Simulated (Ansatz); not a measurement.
# GeH4N2: the cost of one run

All numbers are computed with the Python package of Ansatz 0.2.0. Level of theory: PBE/def2-SVP.

## 1. Starting point

Bond lengths: N1–Ge2 1.814 Å, Ge2–N3 1.836 Å, N1–H4 1.008 Å, N1–H5 1.075 Å, N3–H6 1.057 Å, N3–H7 1.069 Å. Angles: N1–Ge2–N3 108.4°, Ge2–N1–H4 108.8°, Ge2–N1–H5 108.6°, H4–N1–H5 102.3°, Ge2–N3–H6 109.1°, Ge2–N3–H7 109.6°, H6–N3–H7 105.6°.

No structure file is read: the coordinates are typed or built in the script.

## 2. The code

The input, relaxed_scan_geh4n2.py:

```python
'''Relaxed scan of one distance in GeH4N2.'''

import ansatz as az
import numpy as np

BASIS_SET = 'def2-SVP'
FUNCTIONAL = 'pbe'

GEOMETRY = '''
N    -0.91070    0.07800   -1.00340
Ge   -0.37530   -0.98160    0.36850
N     1.22870   -0.34890    0.99930
H    -1.82680   -0.21740   -1.30260
H    -1.10100    1.06470   -0.62110
H     1.10590    0.65370    1.31160
H     1.94040   -0.31650    0.20190
'''

geometry = az.Crystal.molecule()
for line in GEOMETRY.strip().splitlines():
    symbol, *xyz = line.split()
    geometry = geometry.atom(symbol, [float(v) for v in xyz])

calculation = (
    geometry.calculation()
    .basis(gaussian=BASIS_SET)
    .functional(FUNCTIONAL)
)
symbols = [site.symbol for site in geometry.cartesian_sites]
pairs = [(0, 1), (0, 3), (0, 4), (1, 2), (2, 5), (2, 6)]
print('held (A)   E (eV)        ', '  '.join(f'{symbols[i]}{i}-{symbols[j]}{j}' for i, j in pairs))
for length in [1.69, 1.84, 1.98, 2.2, 2.48]:
    data = calculation.relax(constraints=[az.DistanceConstraint((1, 2), at=length)], force_tolerance=0.02, max_steps=60).run(threads=1).report
    xyz = np.array(data['positions_ang'])
    print(f'{length:6.2f} {data["free_energy_ev"]:14.5f}  ', '  '.join(f'{np.linalg.norm(xyz[i] - xyz[j]):.3f}' for i, j in pairs))
```

## 3. Running it

On the command line:

```bash
python relaxed_scan_geh4n2.py
```

Q: Estimate wall time and peak memory on 1 thread of Arm Neoverse V2, shared host.

About 3.2 min, with a peak of 0.19 GiB.
